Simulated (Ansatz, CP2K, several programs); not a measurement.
Energy against volume for Ba2C (antifluorite), at fixed shape and fractional coordinates, computed by several methods (PBE and r2SCAN, where shown, with plane waves in Ansatz); the cell shown is that of r2SCAN. It is cubic, Fm-3m (No. 225); conventional cell a = 7.013 Å, 28.75 Å³ an atom. C has 8 Ba at 3.04 Å; Ba has 4 C at 3.04 Å. Note: simulated data, non-magnetic, for a generated structure that need not be the stable one. Energies count from each curve's lowest point; fits are third-order Birch-Murnaghan.

```cif
data_structure
_symmetry_space_group_name_H-M 'Fm-3m'
_symmetry_Int_Tables_number 225
_cell_length_a 7.0133
_cell_length_b 7.0133
_cell_length_c 7.0133
_cell_angle_alpha 90.000
_cell_angle_beta 90.000
_cell_angle_gamma 90.000
_cell_volume 344.96
loop_
_atom_site_label
_atom_site_type_symbol
_atom_site_symmetry_multiplicity
_atom_site_Wyckoff_symbol
_atom_site_fract_x
_atom_site_fract_y
_atom_site_fract_z
_atom_site_occupancy
C1 C 4 a 0.00000 0.00000 0.00000 1
Ba1 Ba 8 c 0.25000 0.75000 0.75000 1
```

Problem. PBE, on the shape of its own relaxed cell, gives

| V (Å³/atom) | E (meV/atom) |
| --- | --- |
| 27.254 | 12.35 |
| 28.124 | 2.94 |
| 28.994 | 0.00 |
| 29.864 | 2.53 |
| 30.734 | 9.64 |

What equilibrium volume and bulk modulus follow?

Solution. V₀ = 29.00 Å³ an atom and B₀ = 33 GPa.

light PBE (260 eV, its own mesh), on the shape of the cell shown:
```
V (Å³/atom)  E (meV/atom)
     26.447        107.21
     27.597         60.28
     28.747         18.24
     29.896          2.04
     31.046          0.00
     32.196          1.72
```
The points scatter about a smooth fit, as a low cutoff and a light mesh can make them, so no fit is quoted.

r2SCAN, on the shape of its own relaxed cell:
```tsv
V (Å³/atom)	E (meV/atom)
27.022	13.05
27.884	3.08
28.747	0.00
29.609	2.78
30.471	10.56
```
V₀ = 28.75 Å³ an atom and B₀ = 36 GPa.

PBE/SZV (CP2K), on the shape of the cell shown:
```tsv
V (Å³/atom)	E (meV/atom)
25.297	1912.45
27.022	1306.31
28.747	803.48
30.471	368.01
32.196	0.00
```
The lowest point is an end point, so the minimum isn't bracketed.

PBE/DZVP (CP2K), on the shape of the cell shown:

| V (Å³/atom) | E (meV/atom) |
| --- | --- |
| 25.297 | 90.98 |
| 27.022 | 26.72 |
| 28.747 | 0.00 |
| 30.471 | 0.71 |
| 32.196 | 20.74 |

V₀ = 29.54 Å³ an atom and B₀ = 37 GPa.
